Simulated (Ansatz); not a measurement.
**Ca (hcp type): how the settings move a single-point run**

How sensitive is a single-point run of Ca (hcp type) to its settings? A reference run comes first, then one run with altered input.

Method: reference: DFT, PBEsol, all-electron PAW with datasets made for the crystal, scalar-relativistic, in Ansatz 0.2.0.

1 further run of the same task is left out (it didn't finish). Runs told in other sessions of the task aren't counted.

**1. The structure to begin with**

Symmetry: P6_3/mmc, No. 194, hexagonal system. Conventional cell: a = 3.197 Å, b = 3.197 Å, c = 5.346 Å, α = 90.00°, β = 90.00°, γ = 120.00°. Around Ca (site symmetry -6m2) lie 12 Ca at 3.20 to 3.25 Å.

Coordinates:

```cif
data_structure
_symmetry_space_group_name_H-M 'P 1'
_symmetry_Int_Tables_number 1
_cell_length_a 3.1971
_cell_length_b 3.1971
_cell_length_c 5.3457
_cell_angle_alpha 90.000
_cell_angle_beta 90.000
_cell_angle_gamma 120.000
_cell_volume 47.32
loop_
_atom_site_label
_atom_site_type_symbol
_atom_site_fract_x
_atom_site_fract_y
_atom_site_fract_z
_atom_site_occupancy
Ca1 Ca 0.33333 0.66667 0.25000 1
Ca2 Ca 0.66667 0.33333 0.75000 1
```

**2. Reference**

input.yaml

```yaml
crystal:
  lattice:
    - [3.1971400701, 0.0, 0.0]
    - [-1.5985700351, 2.7688045202, 0.0]
    - [0.0, 0.0, 5.345654173]
  atoms:
    - { symbol: Ca, position: [0.3333333333, 0.6666666667, 0.25] }
    - { symbol: Ca, position: [0.6666666667, 0.3333333333, 0.75] }
kpoints:
  mp_grid: { grid: [11, 11, 6] }
scf:
  occupations: { method: fermi_dirac, width: 0.08 }
hamiltonian:
  xc: pbesol
  pseudopotentials: { kind: all_electron, datasets: crystal }
output:
  forces: true
  stress: true
  eigenvalues: true
```

On the command line:

```sh
> ansatz run input.yaml --threads 1 --pin off --max-ram 2048MiB --backend cpu --events-out ev --progress --plain --runs-dir out
```

**3. Changed: occupations.width 0.05, xc_grid 4**

Changes to input.yaml since step 2:

```diff
@@ -11,3 +11,3 @@
 scf:
-  occupations: { method: fermi_dirac, width: 0.08 }
+  occupations: { method: fermi_dirac, width: 0.05 }
 hamiltonian:
@@ -19 +19,3 @@
   eigenvalues: true
+basis:
+  xc_grid: 4
```

Q: Predict the outcome of this session. Wanted: for each run, ending; energy change; pressure; gap; force.

The runs gave:

```
                                 run     ending        energy change  pressure (GPa)  gap (eV)  force (eV/Å)  cycles   time
                           reference  converged                    0            21.0      0.00          0.00       8  6.7 s
1: occupations.width 0.05, xc_grid 4  converged  -0.3 meV/atom (σ→0)            21.0      0.00          0.00       8  6.6 s
```

Residual by cycle in the longest SCF loop of each run; runs are numbered as in the table. The quantity is the density residual dr2, in eV.

```
cycle  reference    run 1
    1     0.0856   0.0875
    2      0.041   0.0419
    3    0.00335  0.00342
    4     6.6e-4   6.8e-4
    5     3.4e-5   3.4e-5
    6     1.7e-6   1.9e-6
    7     1.5e-7   1.6e-7
    8     2.4e-9   3.2e-9
```

Changing the smearing and numerical grids hardly moves the energy: -0.3 meV/atom. The structure is not at rest: the sound run finds 21 GPa, so these are no properties of the relaxed crystal. 
